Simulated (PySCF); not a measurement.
# CH7FGeSi: the cost of one run

Programs: PySCF 2.14.0, with routines of our own; each step states its level. All values are computed. Atoms count from 0.

## 1. The starting structure

11 atoms, charge 0, multiplicity 1; geometry from: GFN2-xTB.

## 2. Geometry optimisation at PBE0-D3(BJ)/def2-SVP

The job: settings as JSON, then the geometry in Å.

```
{"job": {"xc": "PBE0", "basis": "def2-SVP", "d3": "d3bj", "grid": 1, "maxiter": 30, "shake": 0.01, "kind": "geom"}, "charge": 0, "multiplicity": 1}
F      1.623780     1.730680    -0.111140
Ge     1.607430     0.020360     0.159060
C     -0.112790    -0.655330    -0.547040
Si    -1.572400     0.238330     0.204700
H      2.859760    -0.388500    -0.596820
H      1.826900    -0.034330     1.649250
H     -0.075920    -0.525360    -1.620620
H     -0.134330    -1.717720    -0.350850
H     -1.667810    -0.059950     1.661860
H     -2.795850    -0.306800    -0.452370
H     -1.520660     1.672790    -0.011690
```

Command:

```
$ OMP_NUM_THREADS=1 python heavy_run.py task.json out
```

One launch serves the whole session: the jobs run in the order shown.

**Question.** How long does this first job take on 1 thread of Arm Neoverse V1, shared host, and how much memory does it need?

About 24 s, with a peak of 0.46 GiB.
